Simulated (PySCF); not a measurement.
# C₄H₁₃PSi₂: geometry, NMR shifts and electronic excitations

What NMR shifts and electronic excitations should C₄H₁₃PSi₂ (`P[SiH2][SiH2]C1CCC1`) show?

Programs: PySCF 2.14.0, with density-fitted response routines of our own. Each step states its level of theory. These are calculated values for one molecule in the gas phase, unless marked as measured. Atoms count from 0, in the outputs and in this text.

## (1) Starting geometry

20 atoms, charge 0, multiplicity 1; geometry from: GFN2-xTB.

Bonds of the start (Å): P0–Si1 2.24, Si1–Si2 2.33, Si2–C3 1.90, C3–C4 1.54, C4–C5 1.53, C5–C6 1.53, C6–C3 1.54, P0–H7 1.38, P0–H8 1.38, Si1–H9 1.47, Si1–H10 1.47, Si2–H11 1.47, Si2–H12 1.47, C3–H13 1.09, C4–H14 1.09, C4–H15 1.09, C5–H16 1.09, C5–H17 1.09, C6–H18 1.09, C6–H19 1.09.

## (2) Relaxing the molecule at PBE0-D3(BJ)/def2-SVP

What the job is given:

```
{"job": {"xc": "PBE0", "basis": "def2-SVP", "d3": "d3bj", "grid": 1, "kind": "geom"}, "charge": 0, "multiplicity": 1}
P      4.284888    -1.034319    -0.335860
Si     2.259142    -0.868619     0.603661
Si     0.768526     0.484476    -0.565925
C     -0.845556     0.655698     0.422682
C     -2.003987     1.316436    -0.348138
C     -2.646210    -0.063770    -0.529286
C     -1.676579    -0.638383     0.510599
H      3.821716    -1.264139    -1.616778
H      4.426813     0.319124    -0.573526
H      1.827655    -2.266710     0.754834
H      2.548907    -0.393727     1.964961
H      1.274690     1.846524    -0.815489
H      0.435538    -0.050950    -1.898283
H     -0.648724     1.115353     1.393438
H     -2.601836     1.981614     0.273448
H     -1.738467     1.842017    -1.263651
H     -2.483423    -0.473022    -1.524227
H     -3.705551    -0.134347    -0.289460
H     -2.140459    -0.777686     1.485817
H     -1.172541    -1.563533     0.233586
```

The log of the run:

```text
step   0  E = -1079.60379145  max force = 0.021881
step   1  E = -1079.60974725  max force = 0.006064
step   2  E = -1079.61034762  max force = 0.002524
step   3  E = -1079.61047219  max force = 0.000719
step   4  E = -1079.61050429  max force = 0.000603
step   5  E = -1079.61053736  max force = 0.000823
step   6  E = -1079.61055825  max force = 0.000802
step   7  E = -1079.61057418  max force = 0.000803
step   8  E = -1079.61058849  max force = 0.000600
step   9  E = -1079.61061045  max force = 0.000764
step  10  E = -1079.61062904  max force = 0.000544
step  11  E = -1079.61063659  max force = 0.000276
optimisation converged
```

It took 3 min on 1 thread, shared host.

Relaxation path:

```csv
step,energy from step 0 (eV),largest force component (eV/Å)
0,0.0000,1.1252
1,-0.1621,0.3118
2,-0.1784,0.1298
3,-0.1818,0.0370
4,-0.1827,0.0310
5,-0.1836,0.0423
6,-0.1841,0.0412
7,-0.1846,0.0413
8,-0.1850,0.0309
9,-0.1856,0.0393
10,-0.1861,0.0280
11,-0.1863,0.0142
```

Close pairs (by a distance rule), those that changed most:

```
   bond  before (Å)  after (Å)  change (Å)
  P0–H7       1.381      1.430      +0.049
  P0–H8       1.381      1.430      +0.049
 P0–Si1       2.239      2.273      +0.034
Si1–H10       1.471      1.498      +0.027
 Si1–H9       1.471      1.498      +0.027
Si2–H12       1.474      1.501      +0.027
Si2–H11       1.474      1.499      +0.025
Si1–Si2       2.328      2.344      +0.015
```

The end geometry stands in the next job.

| at the end point | value |
| --- | --- |
| point group (found at 0.08 Å tolerance) | C1 |
| rotational constants (GHz, main isotopes) | 4.095, 0.530, 0.512 |
| dipole moment (D) | 1.85 |

## (3) NMR shieldings: PBE0/pcSseg-1

What the job is given:

```
{"job": {"kind": "nmr", "xc": "PBE0", "basis": "pcSseg-1"}, "charge": 0, "multiplicity": 1}
P      4.503610    -0.848060    -0.749773
Si     2.590722    -0.553042     0.441863
Si     1.050329     0.842501    -0.640695
C     -0.569928     1.018533     0.314220
C     -1.723305     1.681533    -0.485607
C     -2.289507     0.278561    -0.773137
C     -1.414225    -0.283414     0.362774
H      3.812904    -1.087083    -1.978764
H      4.665216     0.547535    -1.016245
H      2.006894    -1.913131     0.673076
H      2.984598     0.002510     1.775900
H      1.689517     2.180787    -0.860039
H      0.778697     0.244970    -1.990540
H     -0.344711     1.476773     1.291553
H     -2.382341     2.266938     0.174620
H     -1.463082     2.313534    -1.349893
H     -1.969779    -0.096542    -1.757155
H     -3.378036     0.142823    -0.691494
H     -1.967262    -0.370954     1.310827
H     -0.902167    -1.242788     0.181901
```

Method: GIAO PBE0/pcSseg-1 NMR shielding, non-relativistic, gas phase.

The log of the run:

```text
coarse grid: 17280 points
cycle   1  E = -1079.8573151660  dE =  3.090e-01  |g| = 3.448e-01  |ddm| = 3.903e+00
cycle   2  E = -1079.8411895763  dE =  1.613e-02  |g| = 4.321e-01  |ddm| = 7.524e-01
cycle   3  E = -1079.8904037618  dE = -4.921e-02  |g| = 4.317e-02  |ddm| = 4.537e-01
cycle   4  E = -1079.8907838770  dE = -3.801e-04  |g| = 1.452e-02  |ddm| = 6.004e-02
cycle   5  E = -1079.8908335259  dE = -4.965e-05  |g| = 5.859e-03  |ddm| = 2.484e-02
cycle   6  E = -1079.8908423299  dE = -8.804e-06  |g| = 9.841e-04  |ddm| = 7.714e-03
final grid: 150448 points
cycle   7  E = -1079.9337726691  dE = -2.842e-05  |g| = 7.887e-03  |ddm| = 2.844e-02
cycle   8  E = -1079.9337600351  dE =  1.263e-05  |g| = 1.058e-02  |ddm| = 1.771e-02
cycle   9  E = -1079.9337888640  dE = -2.883e-05  |g| = 5.527e-04  |ddm| = 1.025e-02
cycle  10  E = -1079.9337889245  dE = -6.053e-08  |g| = 2.093e-04  |ddm| = 7.813e-04
cycle  11  E = -1079.9337889353  dE = -1.079e-08  |g| = 3.822e-05  |ddm| = 2.082e-04
cycle  12  E = -1079.9337889356  dE = -3.204e-10  |g| = 1.232e-05  |ddm| = 5.700e-05
converged SCF energy = -1079.9337889356

GIAO shielding tensors (ppm)
atom      isotropic    diamagn.    paramagn.     s11        s22        s33       span
  0 P      602.452     966.090    -363.639    538.556    573.829    694.970    156.414
  1 Si     437.673     881.644    -443.971    411.595    435.321    466.104     54.510
  2 Si     402.867     881.965    -479.098    352.247    388.387    467.968    115.721
  3 C      167.225     251.471     -84.246    149.624    170.232    181.819     32.194
  4 C      156.833     251.298     -94.464    140.074    156.217    174.209     34.136
  5 C      162.628     251.830     -89.201    145.313    163.707    178.865     33.551
  6 C      158.788     246.743     -87.956    142.822    157.985    175.555     32.733
  7 H       29.758      29.854      -0.096     24.676     27.668     36.931     12.254
  8 H       29.750      29.272       0.478     24.827     27.464     36.960     12.134
  9 H       27.410      29.918      -2.508     23.217     26.824     32.189      8.972
 10 H       27.501      29.681      -2.180     23.360     26.269     32.875      9.515
 11 H       27.398      30.580      -3.182     23.475     26.629     32.089      8.614
 12 H       27.267      31.062      -3.795     23.426     27.762     30.614      7.188
 13 H       29.688      32.862      -3.174     24.946     29.156     34.961     10.015
 14 H       28.766      30.416      -1.650     25.813     26.222     34.263      8.450
 15 H       29.598      30.245      -0.648     25.446     27.720     35.627     10.180
 16 H       29.048      31.037      -1.988     25.585     28.155     33.405      7.820
 17 H       29.476      29.405       0.071     25.669     25.981     36.777     11.108
 18 H       28.885      31.203      -2.317     25.869     26.680     34.107      8.238
 19 H       29.660      31.986      -2.326     25.105     28.969     34.905      9.800
```

Wall time 32 s (1 thread, shared host).

Shifts follow as δ = σ(reference) − σ, with reference shieldings (ppm) from runs at the same level and on the same kind of geometry: ¹H TMS 31.27, ¹³C TMS 184.4, ²⁹Si TMS 352.0, ³¹P H3PO4 310.1. The references are single molecules in the gas phase, so shifts against H2O, NH3, PH3, H3PO4 or CFCl3 are not on the usual liquid scales and can be off by tens of ppm. Atoms listed in one row are averaged.

```csv
atoms,environment,σ (ppm),δ (ppm),δ scaled to CDCl3
"C4, C6",sp3 CH2 in a ring,157.8,26.6,25.3
C5,sp3 CH2 in a ring,162.6,21.8,20.6
C3,sp3 CH bonded to Si,167.2,17.2,16.2
"H11, H12","hydrogen on a silicon bonded to C, Si",27.33,3.93,–
"H9, H10","hydrogen on a silicon bonded to P, Si",27.46,3.81,–
"H14, H18",hydrogen on an sp3 CH2 in a ring,28.83,2.44,2.53
H16,hydrogen on an sp3 CH2 in a ring,29.05,2.22,2.32
H17,hydrogen on an sp3 CH2 in a ring,29.48,1.79,1.91
"H15, H19",hydrogen on an sp3 CH2 in a ring,29.63,1.64,1.77
H13,hydrogen on an sp3 CH bonded to Si,29.69,1.58,1.71
"H7, H8",hydrogen on a phosphorus bonded to Si,29.75,1.51,–
P0,"phosphorus bonded to Si, 2 H",602.5,-292.3,–
Si2,"silicon bonded to C, Si, 2 H",402.9,-50.9,–
Si1,"silicon bonded to P, Si, 2 H",437.7,-85.7,–
```

The scaled column applies a straight-line fit of computed shieldings to shifts measured in CDCl3 (root-mean-square error 0.21 ppm for H, 2.0 ppm for C).

Charges from the same density, by scheme (e):

```csv
atoms,Mulliken,IAO,Hirshfeld,ESP fit
P0,-0.21,-0.08,-0.02,-0.35
Si1,0.14,0.25,0.18,0.38
Si2,0.34,0.44,0.23,-0.10
C3,-0.54,-0.37,-0.11,0.30
"C4, C6",-0.18,-0.25,-0.07,-0.44
C5,-0.23,-0.26,-0.07,0.19
```

Mayer bond orders: P0–Si1 0.96, Si1–Si2 0.88, Si2–C3 0.87, C3–C4 0.99, C4–C5 1.02, C5–C6 1.02, C6–C3 1.00.

## (4) Excited states and response: CAM-B3LYP/def2-SVPD

Same as in step 3 but for these lines:

```diff
@@ -1,2 +1,2 @@
-{"job": {"kind": "nmr", "xc": "PBE0", "basis": "pcSseg-1"}, "charge": 0, "multiplicity": 1}
+{"job": {"kind": "uv", "xc": "CAM-B3LYP", "basis": "def2-SVPD", "ip": true}, "charge": 0, "multiplicity": 1}
 P      4.503610    -0.848060    -0.749773
```

Method: TDDFT CAM-B3LYP/def2-SVPD, vertical, gas phase, core orbitals frozen in the response.

The log of the run:

```text
coarse grid: 17280 points
cycle   1  E = -1079.9057656552  dE =  3.941e-01  |g| = 2.814e-01  |ddm| = 6.150e+00
cycle   2  E = -1079.9190642612  dE = -1.330e-02  |g| = 2.265e-01  |ddm| = 9.102e-01
cycle   3  E = -1079.9329916684  dE = -1.393e-02  |g| = 4.740e-02  |ddm| = 4.752e-01
cycle   4  E = -1079.9336058365  dE = -6.142e-04  |g| = 1.221e-02  |ddm| = 1.608e-01
cycle   5  E = -1079.9336552227  dE = -4.939e-05  |g| = 3.120e-03  |ddm| = 3.569e-02
cycle   6  E = -1079.9336585321  dE = -3.309e-06  |g| = 7.229e-04  |ddm| = 8.362e-03
final grid: 150448 points
cycle   7  E = -1080.0798680902  dE = -2.748e-05  |g| = 3.181e-03  |ddm| = 8.659e-02
cycle   8  E = -1080.0798680774  dE =  1.282e-08  |g| = 3.290e-03  |ddm| = 1.841e-02
cycle   9  E = -1080.0798708326  dE = -2.755e-06  |g| = 1.506e-04  |ddm| = 6.764e-03
cycle  10  E = -1080.0798708382  dE = -5.567e-09  |g| = 1.065e-04  |ddm| = 9.194e-04
cycle  11  E = -1080.0798708412  dE = -3.033e-09  |g| = 1.689e-05  |ddm| = 2.134e-04
cycle  12  E = -1080.0798708413  dE = -9.823e-11  |g| = 4.377e-06  |ddm| = 5.056e-05
converged SCF energy = -1080.0798708413

Static polarisability (au): isotropic 133.423, principal 110.758 119.297 170.215

Singlet excitations
state   eV       nm        f      main configurations
  1   6.1595    201.3   0.18411   H->L 0.77, H->L+1 0.14
  2   6.3964    193.8   0.14531   H->L+1 0.76, H->L 0.12
  3   6.4488    192.3   0.01444   H->L+4 0.78
  4   6.7549    183.5   0.00045   H->L+3 0.89
  5   6.9837    177.5   0.13473   H->L+2 0.68, H->L+7 0.17
  6   7.2915    170.0   0.08185   H-2->L 0.42, H->L+9 0.16, H->L+7 0.11
  7   7.5165    164.9   0.05245   H-1->L 0.64, H->L+7 0.17
  8   7.6495    162.1   0.04760   H->L+5 0.37, H-2->L 0.19, H->L+7 0.13
  9   7.7267    160.5   0.26287   H->L+8 0.27, H->L+7 0.14, H->L+9 0.10
 10   7.8533    157.9   0.02065   H-2->L+1 0.41, H->L+10 0.12, H->L+8 0.09

Triplet excitations (Tamm-Dancoff, eV): 5.2756 5.6153 5.7930 6.1869
Vertical ionisation energy (delta-SCF) = 8.9228 eV
```

Run time: 2.6 min. Hardware: 1 thread, shared host.

The orbitals next to the gap, with their largest atomic shares:

```
orbital      eV                        atoms
 HOMO−3  -10.17    C3 18 %, C5 16 %, C6 14 %
 HOMO−2   -9.83  Si1 28 %, P0 20 %, Si2 15 %
 HOMO−1   -9.61   C3 23 %, Si2 18 %, C6 11 %
   HOMO   -8.28  P0 45 %, Si1 17 %, Si2 13 %
   LUMO    0.81  P0 21 %, Si1 20 %, Si2 17 %
 LUMO+1    0.98  Si1 28 %, P0 21 %, Si2 10 %
 LUMO+2    1.28   Si2 17 %, Si1 12 %, C4 9 %
```

With each of the 10 states as a Gaussian band of 0.4 eV half-width at 1/e, the curve within the window shown has maxima at 197 nm (ε 13,000), 162 nm (ε 17,000) L/(mol cm). Beyond the last state computed it falls off for lack of states. The curve at chosen wavelengths:

(nm, ε (L/mol/cm)): (152, 4485), (155, 9088), (158, 13760), (160, 15802), (163, 16472), (166, 14959), (169, 12808), (172, 11036), (174, 10156), (177, 9144), (180, 8465), (183, 8327), (186, 8939), (188, 9732), (191, 11193), (194, 12447), (197, 12963), (200, 12492), (202, 11658), (205, 9846), (208, 7714), (211, 5629), (214, 3843), (216, 2877), (219, 1774), (222, 1035)

Ground-state properties from the same run:

| property | computed |
| --- | --- |
| dipole moment (D) | 1.67 |
| polarisability (Å³) | 19.77 |
| HOMO–LUMO gap (eV) | 9.08 |
| −ε(HOMO) (eV) | 8.28 |

## (5) Nuclear shieldings: wB97X-D/pcSseg-1

Same as in step 4 but for these lines:

```diff
@@ -1,2 +1,2 @@
-{"job": {"kind": "uv", "xc": "CAM-B3LYP", "basis": "def2-SVPD", "ip": true}, "charge": 0, "multiplicity": 1}
+{"job": {"kind": "nmr", "xc": "wB97X-D", "basis": "pcSseg-1", "pop": false}, "charge": 0, "multiplicity": 1}
 P      4.503610    -0.848060    -0.749773
```

Method: GIAO wB97X-D/pcSseg-1 NMR shielding, non-relativistic, gas phase.

The log of the run:

```text
coarse grid: 17280 points
cycle   1  E = -1080.3637418086  dE =  4.738e-01  |g| = 2.667e-01  |ddm| = 3.876e+00
cycle   2  E = -1080.3813418290  dE = -1.760e-02  |g| = 1.715e-01  |ddm| = 4.733e-01
cycle   3  E = -1080.3888814631  dE = -7.540e-03  |g| = 4.409e-02  |ddm| = 2.001e-01
cycle   4  E = -1080.3894090691  dE = -5.276e-04  |g| = 1.174e-02  |ddm| = 5.839e-02
cycle   5  E = -1080.3894527017  dE = -4.363e-05  |g| = 3.048e-03  |ddm| = 1.971e-02
cycle   6  E = -1080.3894556809  dE = -2.979e-06  |g| = 6.640e-04  |ddm| = 5.793e-03
final grid: 150448 points
cycle   7  E = -1080.4435343474  dE = -2.012e-04  |g| = 5.746e-03  |ddm| = 4.559e-02
cycle   8  E = -1080.4435390672  dE = -4.720e-06  |g| = 4.573e-03  |ddm| = 1.290e-02
cycle   9  E = -1080.4435438505  dE = -4.783e-06  |g| = 5.637e-04  |ddm| = 4.001e-03
cycle  10  E = -1080.4435439688  dE = -1.183e-07  |g| = 2.431e-04  |ddm| = 1.378e-03
cycle  11  E = -1080.4435439849  dE = -1.616e-08  |g| = 5.332e-05  |ddm| = 4.123e-04
cycle  12  E = -1080.4435439860  dE = -1.035e-09  |g| = 1.748e-05  |ddm| = 1.206e-04
cycle  13  E = -1080.4435439861  dE = -1.394e-10  |g| = 6.607e-06  |ddm| = 4.895e-05
converged SCF energy = -1080.4435439861

GIAO shielding tensors (ppm)
atom      isotropic    diamagn.    paramagn.     s11        s22        s33       span
  0 P      600.506     966.146    -365.640    536.657    569.857    695.004    158.347
  1 Si     438.293     881.690    -443.397    412.491    436.294    466.094     53.603
  2 Si     403.789     882.042    -478.254    354.237    387.895    469.235    114.998
  3 C      169.374     252.574     -83.200    151.625    172.599    183.900     32.275
  4 C      158.064     251.429     -93.365    142.123    157.631    174.438     32.314
  5 C      163.263     251.953     -88.689    146.645    164.359    178.786     32.141
  6 C      159.823     247.000     -87.177    144.530    159.237    175.701     31.171
  7 H       29.915      30.320      -0.406     24.877     27.832     37.035     12.158
  8 H       29.909      29.552       0.357     25.026     27.624     37.077     12.050
  9 H       27.563      30.231      -2.668     23.367     26.982     32.340      8.973
 10 H       27.648      29.829      -2.181     23.509     26.423     33.011      9.502
 11 H       27.548      30.707      -3.159     23.606     26.764     32.274      8.668
 12 H       27.435      31.391      -3.956     23.582     27.908     30.817      7.235
 13 H       29.935      33.196      -3.261     25.189     29.293     35.322     10.133
 14 H       28.975      30.475      -1.500     25.994     26.364     34.567      8.573
 15 H       29.765      30.391      -0.626     25.598     27.878     35.820     10.222
 16 H       29.232      31.317      -2.085     25.737     28.307     33.652      7.915
 17 H       29.611      29.434       0.177     25.799     26.087     36.948     11.149
 18 H       29.083      31.400      -2.317     26.037     26.802     34.411      8.374
 19 H       29.843      32.426      -2.582     25.283     29.111     35.136      9.853
```

Wall time 46 s (1 thread, shared host).

In short: δ C4 25.6, C5 21.3, C3 15.2, P0 -293.3, H11 3.89, H9 3.77 ppm (means over like atoms).

## (6) Comparing the runs: NMR shifts

Shifts (ppm) of some atoms, chosen among heavy atoms and hydrogens apart, means over like atoms, with basis size and wall time:

```
             run    C4    C5    C3   H14   H13      P0    Si1  functions  time
   PBE0/pcSseg-1  26.6  21.8  17.2  2.44  1.58  -292.3  -85.7        205  32 s
wB97X-D/pcSseg-1  25.6  21.3  15.2  2.35  1.45  -293.3  -85.4        205  46 s
```

## (7) Outcome

```
                                                               quantity                                               value
                                                            point group                                                  C1
                                   rotational constants (main isotopes)                                4.10, 0.53, 0.51 GHz
¹³C shifts against TMS (PBE0/pcSseg-1, means over atoms taken as alike)                                26.6, 21.8, 17.2 ppm
 ¹H shifts against TMS (PBE0/pcSseg-1, means over atoms taken as alike)  3.93, 3.81, 2.44, 2.22, 1.79, 1.64, 1.58, 1.51 ppm
                               ³¹P shifts against H3PO4 (PBE0/pcSseg-1)                                          -292.3 ppm
                                ²⁹Si shifts against TMS (PBE0/pcSseg-1)                                    -50.9, -85.7 ppm
                                   lowest singlet (CAM-B3LYP/def2-SVPD)                         6.16 eV (201 nm), f = 0.184
                               brightest single state of those computed                         state 9, 7.73 eV, f = 0.263
                                                         lowest triplet                                             5.28 eV
                                      vertical ionisation energy (ΔSCF)                                             8.92 eV
                                               range of the shift of C3                                    15.2 to 17.2 ppm
```

What this shows: The optimisation took 11 steps and gained 0.186 eV; among the close pairs (by a distance rule), P0–H7 changed most, from 1.381 to 1.430 Å. At PBE0/pcSseg-1: The largest span, 156 ppm, is at P0, where the paramagnetic term is -364 ppm. The first singlet state (HOMO→LUMO 0.77, HOMO→LUMO+1 0.14) lies at 6.16 eV and is bright; of the 10 states computed, the strongest absorption comes from state 9 at 7.73 eV. The lowest triplet lies 0.88 eV below the lowest singlet (triplets in Tamm-Dancoff, singlets in full TDDFT). ΔSCF puts the ionisation energy at 8.92 eV, 0.65 eV above −ε(HOMO). In ppm, C3 moves most: its shift spreads over 2.0 ppm, from 15.2 (wB97X-D/pcSseg-1) to 17.2 (PBE0/pcSseg-1).
